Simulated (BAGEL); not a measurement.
**BClF2 (chlorodifluoroborane) at HF/STO-3G (density fitting with qzvpp-jkfit)**

What is the vertical singlet–triplet gap of BClF2 (chlorodifluoroborane) at HF/STO-3G (density fitting with qzvpp-jkfit)? 

Program for the calculation: BAGEL 1.2.2.

2 further runs of the same task are left out: 2 set aside as unsound or not needed. Runs told in other sessions of the task aren't counted.

## (1) The system as given

BClF2: 4 atoms, total charge 0, spin state singlet. As SMILES, `FB(F)Cl`. The coordinates come from a PBE0-D4/def2-TZVP relaxation.

Bond lengths: F1–B2 1.310 Å, B2–F3 1.310 Å, B2–Cl4 1.740 Å. Angles: F1–B2–F3 119.0°, F1–B2–Cl4 120.5°, F3–B2–Cl4 120.5°.

## (2) The energy at HF/STO-3G (density fitting with qzvpp-jkfit)

Contents of input.json:

```json
{ "bagel" : [

{
  "title" : "molecule",
  "basis" : "sto-3g",
  "df_basis" : "qzvpp-jkfit",
  "angstrom" : true,
  "geometry" : [
    { "atom" : "F", "xyz" : [   -0.173700,   -1.254300,   -0.546300 ] },
    { "atom" : "B", "xyz" : [   -0.067100,   -0.041300,   -0.062000 ] },
    { "atom" : "F", "xyz" : [   -1.011600,    0.830100,   -0.317700 ] },
    { "atom" : "Cl", "xyz" : [    1.307900,    0.405300,    0.905700 ] }
  ]
},
{ "title" : "hf" },
{ "title" : "print", "file" : "orbitals.molden", "orbitals" : true }

]}
```

Launch:

```
$ BAGEL_NUM_THREADS=1 BAGEL input.json > input.out
```

Log:

```text
* using 1 threads per process

  ===============================================================
  ===============================================================

  *** Geometry ***

  { "atom" : "F", "xyz" : [     -0.328245,     -2.370283,     -1.032357 ] },
  { "atom" : "B", "xyz" : [     -0.126801,     -0.078046,     -0.117163 ] },
  { "atom" : "F", "xyz" : [     -1.911647,      1.568662,     -0.600366 ] },
  { "atom" : "Cl", "xyz" : [      2.471573,      0.765906,      1.711525 ] },

  Number of auxiliary basis functions:      357

  Since a DF basis is specified, we compute 2- and 3-index integrals:
    o Being stored without compression. Storage requirement is 0.002 GB

  Number of basis functions:       24
  Number of electrons      :       40

    * METHOD: MOLECULE                             0.07

  *** RHF ***

  === Nuclear Repulsion ===
   142.1363007535

      * DIIS with orbital gradients will be used.

  === RHF iteration (sto-3g) ===
      0       -675.08290058          0.02464508           0.01
      1       -675.18666640          0.00631293           0.01
      2       -675.19253486          0.00071808           0.01
      3       -675.19268676          0.00008052           0.01
      4       -675.19268945          0.00001773           0.01
      5       -675.19268958          0.00000203           0.01
      6       -675.19268958          0.00000048           0.01
      7       -675.19268958          0.00000007           0.01
      8       -675.19268958          0.00000001           0.01
    * SCF iteration converged.

    * Permanent dipole moment:
           (    0.435838,     0.141321,     0.306560) a.u.

    * METHOD: HF                                   0.11

    * METHOD: PRINT                                0.00

  ===============================================================
```

Wall time 0.34 s (1 thread of Arm Neoverse V2, shared host).

## (3) The triplet, same level

Contents of input.json:

```json
{ "bagel": [

{
  "title": "molecule",
  "basis": "sto-3g",
  "df_basis": "qzvpp-jkfit",
  "angstrom": "true",
  "geometry": [
    { "atom": "F", "xyz": [      -0.173700,      -1.254300,      -0.546300 ] },
    { "atom": "B", "xyz": [      -0.067100,      -0.041300,      -0.062000 ] },
    { "atom": "F", "xyz": [      -1.011600,       0.830100,      -0.317700 ] },
    { "atom": "Cl", "xyz": [       1.307900,       0.405300,       0.905700 ] }
  ]
},

{
  "title": "uhf",
  "nopen": 2
},

{
  "title": "print",
  "file": "orbitals.molden",
  "orbitals": "true"
}

]}
```

Launch:

```
$ BAGEL_NUM_THREADS=1 BAGEL input.json > input.out
```

Log:

```text
* using 1 threads per process

  ===============================================================
  ===============================================================

  *** Geometry ***

  { "atom" : "F", "xyz" : [     -0.328245,     -2.370283,     -1.032357 ] },
  { "atom" : "B", "xyz" : [     -0.126801,     -0.078046,     -0.117163 ] },
  { "atom" : "F", "xyz" : [     -1.911647,      1.568662,     -0.600366 ] },
  { "atom" : "Cl", "xyz" : [      2.471573,      0.765906,      1.711525 ] },

  Number of auxiliary basis functions:      357

  Since a DF basis is specified, we compute 2- and 3-index integrals:
    o Being stored without compression. Storage requirement is 0.002 GB

  Number of basis functions:       24
  Number of electrons      :       40

    * METHOD: MOLECULE                             0.06

  *** Open-shell HF ***

  === Nuclear Repulsion ===
   142.1363007535

      * DIIS with orbital gradients will be used.

  === UHF iteration (sto-3g) ===
      0       -674.77800739          0.03094504           0.02
      1       -674.82921897          0.00683763           0.01
      2       -674.83380287          0.00332019           0.02
      3       -674.83532925          0.00231390           0.02
      4       -674.83798802          0.00196880           0.02
      5       -674.84122349          0.00287295           0.02
      6       -674.84022065          0.00227288           0.02
      7       -674.84191619          0.00030308           0.01
      8       -674.84192855          0.00012592           0.01
      9       -674.84192985          0.00001203           0.01
     10       -674.84192998          0.00000480           0.02
     11       -674.84193000          0.00000118           0.02
     12       -674.84193001          0.00000033           0.02
     13       -674.84193001          0.00000026           0.02
     14       -674.84193001          0.00000024           0.01
     15       -674.84193001          0.00000018           0.02
     16       -674.84193001          0.00000014           0.02
     17       -674.84193001          0.00000008           0.02
     18       -674.84193001          0.00000002           0.02
     19       -674.84193001          0.00000001           0.02
    * SCF iteration converged.

    * S^2 (UHF) is 2.0052

    * Permanent dipole moment:
           (   -1.289859,    -0.419087,    -0.907674) a.u.

    * METHOD: UHF                                  0.35

    * METHOD: PRINT                                0.00

  ===============================================================
```

Run time: 0.58 s. Hardware: 1 thread of Arm Neoverse V2, shared host.

## (4) Summary of results

Level: HF/STO-3G (density fitting with qzvpp-jkfit).

```
                                        quantity          value
                           singlet: total energy  -675.19269 Eh
                          singlet: dipole moment         1.40 D
                            singlet: HOMO energy      -11.35 eV
                            singlet: LUMO energy        7.47 eV
                          singlet: HOMO–LUMO gap       18.82 eV
                           triplet: total energy  -674.84193 Eh
                          triplet: dipole moment         4.15 D
                                   triplet: ⟨S²⟩          2.005
vertical energy of the triplet above the singlet       9.545 eV
```

**Reading.** At this shape the triplet lies 9.54 eV (220 kcal/mol) above the singlet. In a minimal basis such a difference can be off by several eV, whatever the method.
